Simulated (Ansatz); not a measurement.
# MnO: the cost of one run

Method: DFT PBEsol+U (U_eff = 8 eV on Mn d), plane waves, PAW, in Ansatz 0.2.0.

### Step 1. The system as given

The structure is cubic, space group Fm-3m (No. 225). Conventional cell: a = 4.444 Å, b = 4.444 Å, c = 4.444 Å, α = 90.00°, β = 90.00°, γ = 90.00°. Mn (site symmetry m-3m) has 6 O at 2.22 Å as nearest neighbours. Around O (site symmetry m-3m) lie 6 Mn at 2.22 Å.

Structure file:

```
Mn O
1.0
     0.00000    2.22200    2.22200
     4.44400    2.22200    2.22200
     4.44400    4.44400    0.00000
Mn O
2 2
Cartesian
  0.0000 0.0000 0.0000
  2.2220 2.2220 0.0000
  2.2220 2.2220 2.2220
  4.4440 4.4440 2.2220
```

An earlier series on this cell reached its lowest free state from «antiferromagnetic start, free», perhaps among other starts.

### Step 2. Total moment locked at zero, no site moments, 0.00 μB per cell

input.yaml

```yaml
crystal:
  lattice:
    - [0.0, 2.22200033, 2.22200033]
    - [4.44400066, 2.22200033, 2.22200033]
    - [4.44400066, 4.44400066, 0.0]
  atoms:
    - { symbol: Mn, position: [0.0, 0.0, 0.0] }
    - { symbol: O, position: [0.5, 0.5, 0.0] }
    - { symbol: Mn, position: [0.0, 0.0, 0.5] }
    - { symbol: O, position: [0.5, 0.5, 0.5] }
basis:
  ecutwfc: 420
  ecutrho_ratio: 4
kpoints:
  mp_grid: { grid: [7, 7, 7] }
hamiltonian:
  xc: pbesol
  hubbard:
    sites: [{ site: 0, l: d, u_eff: 8.0 }, { site: 2, l: d, u_eff: 8.0 }]
scf:
  occupations: { method: gaussian, width: 0.05 }
  lower_state_search: "off"
  max_iter: 150
output:
  forces: true
  stress: true
  eigenvalues: true
  populations: true
  hubbard: { sites: [{ site: 0, l: d }, { site: 2, l: d }] }
magnetization:
  spin_polarized: true
  initial_magnetization: 0.0
  spin_locking: { lock_magnetization: hard }
```

The lock stays on to the end, so the result is a constrained state.

On the command line:

```bash
$ ansatz run input.yaml --threads 2 --pin off --max-ram 3072MiB --backend cpu --events-out ev --progress --plain --runs-dir out
```

**Question.** How long does this run take on 2 threads of AMD EPYC 9R45 (Zen 5), shared host, and how much memory does it need?

About 1.6 s, with a peak of 0.45 GiB.
